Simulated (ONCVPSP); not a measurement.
**Germanium: generating and testing an ONCV potential**

Aim: build the potential from the settings below, then test how well it stands in for the atom: other configurations, scattering, ghost states and the plane-wave cutoff that it needs.

The numbers are computed with ONCVPSP 4.0.1.1 (patched build) (LDA (Perdew-Wang 92), scalar-relativistic, spin-unpolarised reference atom).

### Step 1. The atom and the settings

The settings as typed:

```
element                 : germanium (Ge, Z = 32)
type                    : optimised norm-conserving Vanderbilt (ONCV)
frozen core             : [Ar]
valence charge          : 14
reference configuration : 3d10 4s2 4p1.75 (charge +0.25)
partial waves           : 4s: rc 1.90 bohr, ncon 4, nbas 8, qcut 3.1 1/bohr, 2 projectors, debl 0.9 Ha; 4p: rc 1.80 bohr, ncon 4, nbas 7, qcut 3.9 1/bohr, 3 projectors, debl 1 Ha; 3d: rc 1.25 bohr, ncon 4, nbas 9, qcut 13.7 1/bohr, 2 projectors, debl 2.3 Ha
local potential         : polynomial inside 0.95 bohr (lpopt 5, dvloc0 4 Ha)
core correction         : polynomial model core, fcfact 0.15
```

### Step 2. The generation run

Ge.dat reads:

```
# ATOM AND REFERENCE CONFIGURATION
# atsym  z   nc   nv     iexc    psfile
  Ge 32.00    5    3  -001012      upf
#
#   n    l    f
    1    0    2.00
    2    0    2.00
    2    1    6.00
    3    0    2.00
    3    1    6.00
    3    2   10.00
    4    0    2.00
    4    1    1.75
#
# PSEUDOPOTENTIAL AND OPTIMIZATION
# lmax
    2
#
#   l,   rc,      ep,       ncon, nbas, qcut
    0    1.90    0.00    4    8    3.10
    1    1.80    0.00    4    7    3.90
    2    1.25    0.00    4    9   13.70
#
# LOCAL POTENTIAL
# lloc, lpopt,  rc(5),   dvloc0
    4    5    0.95    4.00
#
# VANDERBILT-KLEINMAN-BYLANDER PROJECTORs
# l, nproj, debl
    0    2    0.90
    1    3    1.00
    2    2    2.30
#
# MODEL CORE CHARGE
# icmod, fcfact, rcfact
    1    0.15    0.00
#
# LOG DERIVATIVE ANALYSIS
# epsh1, epsh2, depsh
   -3.00    5.00    0.02
#
# OUTPUT GRID
# rlmax, drl
    6.00    0.01
#
# TEST CONFIGURATIONS
# ncnf
    4
# nvcnf
#   n    l    f
    3
    3    2   10.00
    4    0    2.00
    4    1    2.00
#
    3
    3    2   10.00
    4    0    2.00
    4    1    1.00
#
    3
    3    2   10.00
    4    0    2.00
    4    1    0.00
#
    3
    3    2   10.00
    4    0    0.00
    4    1    0.00
#
```

Run with:

```sh
$ oncvpsp.x < Ge.dat > Ge.out
```

What does the calculation give? Wanted: cutoffs for 1 and 0.1 mHa per electron, occupied waves; bound ghosts; GHOST(+) flags; largest test error; largest phase difference near zero energy, channels read; rms error of d²Exc/dn², without and with the model core.

The runs gave:

| quantity | value |
| --- | --- |
| cutoffs for 1 and 0.1 mHa per electron, occupied waves | 72 Ha and 80 Ha |
| bound ghosts | p at -88.46 eV |
| GHOST(+) flags | s at 29 eV, p at 380 eV, p at 801 eV |
| largest test error (AE − PS) | -119 meV, for 3d10 4s0 4p0 |
| largest phase difference near zero energy, channels read | 0.000 rad |
| rms error of d²Exc/dn², without and with the model core | 6.52 and 4.23 mHa |

What this shows: A bound ghost (p) makes it unfit for use: electrons can fall into a state that the atom doesn't have. The worst unpolarised test, 3d10 4s0 4p0, is off by 119 meV on 104.0 eV; by total energies transferability rates as fair for so large an energy. That test lies far up in energy; among those under 40 eV, nearer to bonding, the largest error is 4.6 meV. The potential is very hard: the looser tolerance needs 72 Ha. At the looser tolerance the 3d wave is the slowest; 4s needs 27 Ha. Near zero energy the phases of the channels with partial waves agree within 0.001 rad. The program also flags highly localised states, GHOST(+) (s, p).
